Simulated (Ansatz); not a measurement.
# Ge2HN: the cost of one run

Method: cc-pVTZ, all electrons in the functionals, frozen cores in the correlation of double hybrids and RPA; program: Ansatz 0.2.0, Gaussian basis.

To be run: PBE, r2SCAN, PBE0, B3LYP, BHLYP, wB97M-V, B2PLYP, RKS PBE0, RPA-PBE.

## Step 1: The system

The geometry is a PBE0/def2-TZVP stationary point (not a proven minimum). No spin-orbit coupling is included. The filled d shell of Ge may be among the frozen orbitals whatever the setting's name suggests; the logs give the count.

4 atoms, charge 0, spin multiplicity 1.

Atoms are counted from 1 here; the program's logs count them from 0.

Bond lengths: Ge1–Ge2 2.451 Å, Ge1–H4 1.593 Å, Ge2–N3 1.652 Å. Angles: Ge2–Ge1–H4 86.3°, Ge1–Ge2–N3 174.9°.

No dispersion term is added; wB97M-V holds VV10 nonlocal correlation. B3LYP takes the VWN-RPA correlation.

## Step 2: PBE (unrestricted)

File in.yaml:

```yaml
crystal:
  periodic: [false, false, false]
  atoms:
    - {symbol: Ge, position_ang: [-0.000041, -0.415523, 1.649975]}
    - {symbol: Ge, position_ang: [-0.000130, -0.334723, -0.799328]}
    - {symbol: N, position_ang: [0.000118, -0.426428, -2.449015]}
    - {symbol: H, position_ang: [0.000053, 1.176674, 1.598368]}
basis:
  gaussian: {orbitals: cc-pVTZ}
magnetization: {spin_polarized: true, initial_magnetization: 0}
hamiltonian: {xc: {name: PBE}}
output: {orbitals: {seedname: orbitals}}
```

The run is started by

```bash
$ ansatz run in.yaml --threads 1 --pin off --events-out ev --progress --plain --max-ram 2560MiB --backend cpu
```

Q: Estimate wall time and peak memory on 1 thread of AMD EPYC 7R13, shared host.

About 12 s, with a peak of 0.27 GiB.
